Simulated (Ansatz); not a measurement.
**CH₇FOSi₂: small, medium and large basis sets**

One table from this session's results is given with a row withheld; the runs are named, their logs left out.

The runs use Ansatz 0.2.0, Gaussian basis; one geometry, several basis sets.

Levels to be run: PBE0-D4/def2-SVP; ωB97M-V/def2-SVP; PBE0-D4/def2-QZVPP; ωB97M-V/def2-QZVPP; the functionals' def2-TZVPP values are taken from earlier runs.

### Structure used throughout

All runs share one geometry, relaxed beforehand with PBE0-D4 in a triple-zeta def2 set.

SMILES `C[Si](O)(F)[SiH3]`, 12 atoms, charge 0, spin multiplicity 1.

Atoms are counted from 1 here; the program's logs count them from 0.

Bond lengths: C1–Si2 1.857 Å, C1–H6 1.093 Å, C1–H7 1.094 Å, C1–H8 1.093 Å, Si2–O3 1.640 Å, Si2–F4 1.608 Å, Si2–Si5 2.342 Å, O3–H9 0.959 Å, Si5–H10 1.489 Å, Si5–H11 1.488 Å, Si5–H12 1.486 Å. Angles: Si2–C1–H6 110.8°, Si2–C1–H7 110.8°, Si2–C1–H8 110.9°, H6–C1–H7 107.7°, H6–C1–H8 108.3°, H7–C1–H8 108.3°, C1–Si2–O3 112.1°, C1–Si2–F4 106.2°, C1–Si2–Si5 115.1°, O3–Si2–F4 109.1°, O3–Si2–Si5 105.8°, F4–Si2–Si5 108.5°, Si2–O3–H9 118.9°, Si2–Si5–H10 109.8°, Si2–Si5–H11 109.9°, Si2–Si5–H12 110.9°, H10–Si5–H11 108.3°, H10–Si5–H12 108.9° and more.

The first run:

in.yaml reads:

```yaml
crystal:
  periodic: [false, false, false]
  atoms:
    - {symbol: C, position_ang: [-1.714329, 0.185037, -0.068165]}
    - {symbol: Si, position_ang: [0.054841, 0.411082, 0.448994]}
    - {symbol: O, position_ang: [0.351282, -0.224478, 1.931237]}
    - {symbol: F, position_ang: [0.308166, 1.998252, 0.497933]}
    - {symbol: Si, position_ang: [1.638723, -0.549590, -0.984097]}
    - {symbol: H, position_ang: [-1.890054, 0.628703, -1.051184]}
    - {symbol: H, position_ang: [-2.391478, 0.669297, 0.642027]}
    - {symbol: H, position_ang: [-1.972078, -0.875434, -0.119659]}
    - {symbol: H, position_ang: [-0.240867, -0.009543, 2.654207]}
    - {symbol: H, position_ang: [1.496548, 0.025546, -2.349730]}
    - {symbol: H, position_ang: [1.416948, -2.018597, -1.071641]}
    - {symbol: H, position_ang: [3.019398, -0.295478, -0.495924]}
basis:
  gaussian: {orbitals: def2-SVP}
hamiltonian: {xc: pbe0, dispersion: d4}
output: {orbitals: {seedname: orbitals}}
```

Command:

```bash
ansatz run in.yaml --threads 4 --pin off --events-out ev --progress --plain --max-ram 10444MiB
```

Steps of the session up to this table: PBE0-D4 in def2-SVP; ωB97M-V in def2-SVP; PBE0-D4 in def2-QZVPP; ωB97M-V in def2-QZVPP.

One table of the session follows, with a row left open; its other results are not shown here.

| functional | basis | HOMO (eV) | LUMO (eV) |
| --- | --- | --- | --- |
| PBE0-D4 | def2-SVP | -7.97 | 0.55 |
| PBE0-D4 | def2-TZVPP | -8.03 | 0.19 |
| PBE0-D4 | def2-QZVPP | ? | ? |
| ωB97M-V | def2-SVP | -10.01 | 2.43 |
| ωB97M-V | def2-TZVPP | -10.10 | 1.88 |
| ωB97M-V | def2-QZVPP | -10.12 | 1.31 |

**Question.** Estimate the row for PBE0-D4, def2-QZVPP.

As computed: HOMO (eV): -8.04; LUMO (eV): 0.04. In the column «HOMO (eV)» it lies between ωB97M-V, def2-SVP (-10.01) and PBE0-D4, def2-TZVPP (-8.03).
